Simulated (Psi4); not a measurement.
**GeH2F (SMILES [F][GeH2]) at UHF/3-21G**

Aim: the energy change on altering one bond length of GeH2F at UHF/3-21G, from 2 runs. 

Program for the calculation: Psi4 1.11.

2 further runs of the same task are left out: 2 set aside as unsound or not needed.

**1. Starting point**

The species is GeH2F (4 atoms), meant as a doublet with charge 0. SMILES: `[F][GeH2]`. The shape is that of a PBE0-D4/def2-TZVP optimisation.

Bond lengths: F1–Ge2 1.745 Å, Ge2–H3 1.549 Å, Ge2–H4 1.549 Å. Angles: F1–Ge2–H3 105.4°, F1–Ge2–H4 105.4°, H3–Ge2–H4 113.3°.

**2. Energy and forces at UHF/3-21G**

Contents of run_ase.py:

```python
import numpy as np
from ase.calculators.psi4 import Psi4
from ase import Atoms

mol = Atoms(['F', 'Ge', 'H', 'H'], positions=[
    [0.138200, -0.585400, 1.442000],
    [0.305700, -0.223200, -0.257100],
    [-1.078800, -0.527800, -0.882000],
    [0.690400, 1.276000, -0.323100],
])
calc = Psi4(atoms=mol, method='scf', basis='3-21G', memory='1600MB', num_threads=1, charge=0, multiplicity=2, label='fgeh2', reference='uhf')
calc.psi4.set_options({'puream': True, 'e_convergence': 1e-09, 'd_convergence': 1e-08, 'scf_type': 'pk', 'maxiter': 200})
mol.calc = calc

forces = mol.get_forces()
print(f'energy: {mol.get_potential_energy():.6f} eV')
print('forces / eV A^-1')
print(np.round(forces, 5))
```

Launch:

```bash
$ python run_ase.py
```

fgeh2.dat:

```text
[...]
  Running in c1 symmetry.
[...]
  Nuclear repulsion =  113.015982835607062
[...]
  Multiplicity = 2
[...]
  Nalpha       = 22
  Nbeta        = 21
[...]
    Number of basis functions: 35
[...]
   @UHF iter   1: -2165.07311560023754   -4.28058e+00   2.02877e-02 ADIIS/DIIS
[...]
   @UHF iter  13: -2165.39032049104935    0.00000e+00   4.76419e-09 DIIS
[...]
   @S^2 Observed:                7.515689205E-01
[...]
    Orbital Energies [Eh]
    ---------------------
    Alpha Occupied:
       1A   -402.730098     2A    -51.955347     3A    -45.968484
       4A    -45.965951     5A    -45.965949     6A    -26.089317
       7A     -7.183117     8A     -5.139432     9A     -5.134506
      10A     -5.133979    11A     -1.602728    12A     -1.583849
      13A     -1.582977    14A     -1.581533    15A     -1.581265
      16A     -1.484615    17A     -0.742580    18A     -0.600437
      19A     -0.593591    20A     -0.563052    21A     -0.485634
      22A     -0.343761
    Alpha Virtual:
      23A      0.128411    24A      0.197875    25A      0.224806
[...]
  @UHF Final Energy: -2165.39032049104935
   => Energetics <=
    Nuclear Repulsion Energy =            113.0159828356070619
    One-Electron Energy =               -3249.3179219716612351
    Two-Electron Energy =                 970.9116186450045234
    Total Energy =                      -2165.3903204910493514
  UHF NO Occupations:
  HONO-2 :   20  A 1.9997597
  HONO-1 :   21  A 1.9995859
[...]
 Multipole Moments:
 ------------------------------------------------------------------------------------
     Multipole            Electronic (a.u.)      Nuclear  (a.u.)        Total (a.u.)
 ------------------------------------------------------------------------------------
 L = 1.  Multiply by 2.5417464519 to convert [e a0] to [Debye]
 Dipole X            :          1.3783699           -1.1518731            0.2264967
 Dipole Y            :         -0.8708154            0.9567052            0.0858898
 Dipole Z            :         -1.5520772            0.5581968           -0.9938804
 Magnitude           :                                                    1.0229741
[...]
  -Total Gradient:
     Atom            X                  Y                   Z
    ------   -----------------  -----------------  -----------------
       1       -0.005304876757    -0.003089426145     0.026757392355
       2        0.009350493692     0.001085301286    -0.033028524547
       3       -0.004019492506    -0.001027658718     0.002504328005
       4       -0.000026124430     0.003031783585     0.003766804137
[...]
```

The script printed:

```text
energy: -58923.271904 eV
forces / eV A^-1
[[ 2.72790e-01  1.58860e-01 -1.37592e+00]
 [-4.80820e-01 -5.58100e-02  1.69840e+00]
 [ 2.06690e-01  5.28400e-02 -1.28780e-01]
 [ 1.34000e-03 -1.55900e-01 -1.93700e-01]]
```

Run time: 1.7 s. Hardware: 1 thread of Intel Xeon 6975P-C (Granite Rapids), shared host; peak memory 0.24 GiB.

**3. The distorted shape: a single-point energy at UHF/3-21G**

Contents of job.in:

```
memory 1600 MB

molecule geom {
  0 2
  F      0.022798    -1.035130     1.461799
  Ge     0.190298    -0.672930    -0.237301
  H     -1.194202    -0.977530    -0.862201
  H      0.690400     1.276000    -0.323100
  units angstrom
  symmetry c1
}

set reference uhf
set puream true
set e_convergence 1e-09
set d_convergence 1e-08
set scf_type pk
set maxiter 200

energy_value, wavefunction = energy('scf/3-21G', return_wfn=True)
oeprop(wavefunction, 'WIBERG_LOWDIN_INDICES', 'MULLIKEN_CHARGES', 'QUADRUPOLE', title='SCF')
```

Launch:

```bash
$ psi4 -n 1 job.in job.out
```

job.out (excerpt; [...] marks lines left out):

```text
[...]
  Running in c1 symmetry.
[...]
  Nuclear repulsion =  110.241215385696876
[...]
  Multiplicity = 2
[...]
  Nalpha       = 22
  Nbeta        = 21
[...]
    Number of basis functions: 35
[...]
   @UHF iter   1: -2164.95960739508746   -4.40379e+00   2.08649e-02 ADIIS/DIIS
[...]
   @UHF iter  16: -2165.35385968712671   -2.72848e-12   4.38127e-09 DIIS
[...]
   @S^2 Observed:                7.942967709E-01
[...]
  @UHF Final Energy: -2165.35385968712671
   => Energetics <=
    Nuclear Repulsion Energy =            110.2412153856968757
    One-Electron Energy =               -3243.3344937089718769
    Two-Electron Energy =                 967.7394186361482298
    Total Energy =                      -2165.3538596871267146
  UHF NO Occupations:
  HONO-2 :   20  A 1.9995314
  HONO-1 :   21  A 1.9784394
[...]
 Multipole Moments:
 ------------------------------------------------------------------------------------
     Multipole            Electronic (a.u.)      Nuclear  (a.u.)        Total (a.u.)
 ------------------------------------------------------------------------------------
 L = 1.  Multiply by 2.5417464519 to convert [e a0] to [Debye]
 Dipole X            :          1.1083522           -1.0333443            0.0750079
 Dipole Y            :         -1.6335825            1.4186207           -0.2149618
 Dipole Z            :         -1.4549398            0.5378614           -0.9170784
 Magnitude           :                                                    0.9449167
 L = 2.  Multiply by 1.3450342976 to convert [e a0^2] to [Debye ang]
 Quadrupole XX       :        -26.1959703            8.1897077          -18.0062626
 Quadrupole XY       :         -7.4063647            6.5814406           -0.8249241
[...]
  Mulliken Charges: (a.u.)
   Center  Symbol    Alpha    Beta     Spin     Total
       1     F     4.77865  4.74864  0.03001 -0.52730
       2    GE    15.82598 15.28808  0.53790  0.88594
       3     H     0.64414  0.57560  0.06854 -0.21974
       4     H     0.75123  0.38768  0.36355 -0.13891
   Total alpha = 22.00000, Total beta = 21.00000, Total charge = -0.00000
  Wiberg Bond Indices using Orthogonal Lowdin Orbitals:
  Total Bond Index:
  Irrep: 1 Size: 4 x 4
[...]
```

It took 1.5 s on 1 thread of Intel Xeon 6975P-C (Granite Rapids), shared host; peak memory 0.2 GiB.

**4. What came out**

Level: UHF/3-21G.

| quantity | value |
| --- | --- |
| first shape: total energy | -2165.39032 Eh |
| first shape: dipole moment | 2.60 D |
| first shape: HOMO energy (highest over α and β) | -9.35 eV |
| first shape: LUMO energy (lowest over α and β) | 0.54 eV |
| first shape: ⟨S²⟩ | 0.752 |
| first shape: largest force on an atom | 1.766 eV/Å |
| distorted shape: total energy | -2165.35386 Eh |
| distorted shape: dipole moment | 2.40 D |
| distorted shape: HOMO energy (highest over α and β) | -9.57 eV |
| distorted shape: LUMO energy (lowest over α and β) | 0.08 eV |
| distorted shape: ⟨S²⟩ | 0.794 |
| energy change with the Ge2–H4 bond stretched from 1.549 to 2.014 Å | 0.992 eV |

With the Ge2–H4 bond stretched from 1.549 to 2.014 Å the energy rises by 0.99 eV (22.9 kcal/mol). The first shape isn't relaxed at this level, so the change isn't measured from a minimum. The largest force (first shape) is 1.77 eV/Å: the shape isn't a stationary point for this species at this level. Mulliken charges (distorted shape) run from -0.53 on F1 to +0.89 on Ge2.
